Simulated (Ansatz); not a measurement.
# ClGaH₃NS: basis-set convergence

Aim: see how fast density functionals converge with the basis set for ClGaH₃NS.

Program: Ansatz 0.2.0, Gaussian basis. Level of theory: one geometry, several basis sets. These are calculated values, not measurements.

The runs, in order: PBE0-D4/def2-SVP; ωB97M-V/def2-SVP; PBE0-D4/def2-QZVPP; ωB97M-V/def2-QZVPP; the functionals' def2-TZVPP values are taken from earlier runs.

## 1. The relaxed structure

The geometry comes from an earlier relaxation with PBE0-D4 in a triple-zeta def2 set; it is a stationary point, not always the lowest conformer.

SMILES `[NH2][Ga]([SH])[Cl]`, 7 atoms, charge 0, spin multiplicity 1.

Atoms are counted from 1 here; the program's logs count them from 0.

Bond lengths: N1–Ga2 1.799 Å, N1–H5 1.005 Å, N1–H6 1.005 Å, Ga2–S3 2.186 Å, Ga2–Cl4 2.141 Å, S3–H7 1.343 Å. Angles: Ga2–N1–H5 121.9°, Ga2–N1–H6 123.5°, H5–N1–H6 112.9°, N1–Ga2–S3 123.4°, N1–Ga2–Cl4 117.5°, S3–Ga2–Cl4 119.1°, Ga2–S3–H7 92.5°.

## 2. PBE0-D4 in def2-SVP

in.yaml reads:

```yaml
crystal:
  periodic: [false, false, false]
  atoms:
    - {symbol: N, position_ang: [-0.767415, 1.322178, -0.038913]}
    - {symbol: Ga, position_ang: [0.020467, -0.293073, -0.113690]}
    - {symbol: S, position_ang: [1.900353, -0.761901, 0.899410]}
    - {symbol: Cl, position_ang: [-0.922682, -1.797464, -1.310428]}
    - {symbol: H, position_ang: [-1.676519, 1.489393, -0.434132]}
    - {symbol: H, position_ang: [-0.465230, 2.058992, 0.574071]}
    - {symbol: H, position_ang: [1.911036, -2.018115, 0.423683]}
basis:
  gaussian: {orbitals: def2-SVP}
hamiltonian: {xc: pbe0, dispersion: d4}
output: {orbitals: {seedname: orbitals}}
```

The runs that follow: ωB97M-V in def2-SVP; PBE0-D4 in def2-QZVPP; ωB97M-V in def2-QZVPP.

Before running them: what should the planned runs give, taken together? Wanted: PBE0-D4: double and triple zeta above quadruple; ωB97M-V: double and triple zeta above quadruple.

As calculated:

| quantity | value |
| --- | --- |
| PBE0-D4: double and triple zeta above quadruple | 18.67, 1.98 eV |
| ωB97M-V: double and triple zeta above quadruple | 18.55, 1.90 eV |

For PBE0-D4 the step from double to triple zeta gains 16.69 eV and the next only 1.98 eV. Total energies overstate the basis error of differences, where much of it tends to cancel. The LUMO of ωB97M-V is positive and keeps falling with the basis (1.50 to 0.75 eV): an unbound level that the basis holds in place.
